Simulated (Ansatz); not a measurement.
# TiB+ (triplet): geometry optimisation

Aim: relax a generated start of TiB+ (triplet) and see which bonds hold.

Program: Ansatz 0.2.0, Gaussian basis. Level of theory: UKS PBE0/def2-TZVP. These are calculated values, not measurements.

### 1 The system as given

2 atoms, charge 1, spin multiplicity 3.

Atoms are counted from 1 here; the program's logs count them from 0.

Bond lengths: Ti1–B2 2.290 Å.

Coordinates:

```xyz
2
BTi
Ti    0.0000    0.0000    0.0000
B     0.0000    0.0000    2.2900
```

The start is set by covalent radii. Sticks and bond lists go by distance. 

### 2 Relaxation

Input file in.yaml:

```yaml
crystal:
  periodic: [false, false, false]
  atoms:
    - {symbol: Ti, position_ang: [0.000000, 0.000000, 0.000000]}
    - {symbol: B, position_ang: [0.000000, 0.000000, 2.290000]}
basis:
  gaussian: {orbitals: def2-TZVP}
total_charge: 1
magnetization: {spin_polarized: true, initial_magnetization: 2}
hamiltonian: {xc: pbe0}
relax: {f_tol: 0.004, max_steps: 80}
```

The run is started by

```sh
> ansatz run in.yaml --threads 1 --pin off --events-out ev --progress --plain --max-ram 2176MiB
```

Before running it: what results should come out? Wanted: energy gained; shift from the start; total energy; ⟨S²⟩.

The runs gave:

```
                  quantity           value
                     steps               4
             energy gained        0.105 eV
shift from the start (rms)         0.095 Å
              total energy  -23771.9809 eV
                      ⟨S²⟩           3.011
```

The bonds of the start are those of the end. Ti1–B2 went from 2.290 to 2.101 Å. The determinant is spin-contaminated (excess 1.01). No vibrations were run, so this is a stationary point, not a proven minimum, and this spin need not be the ground state's.
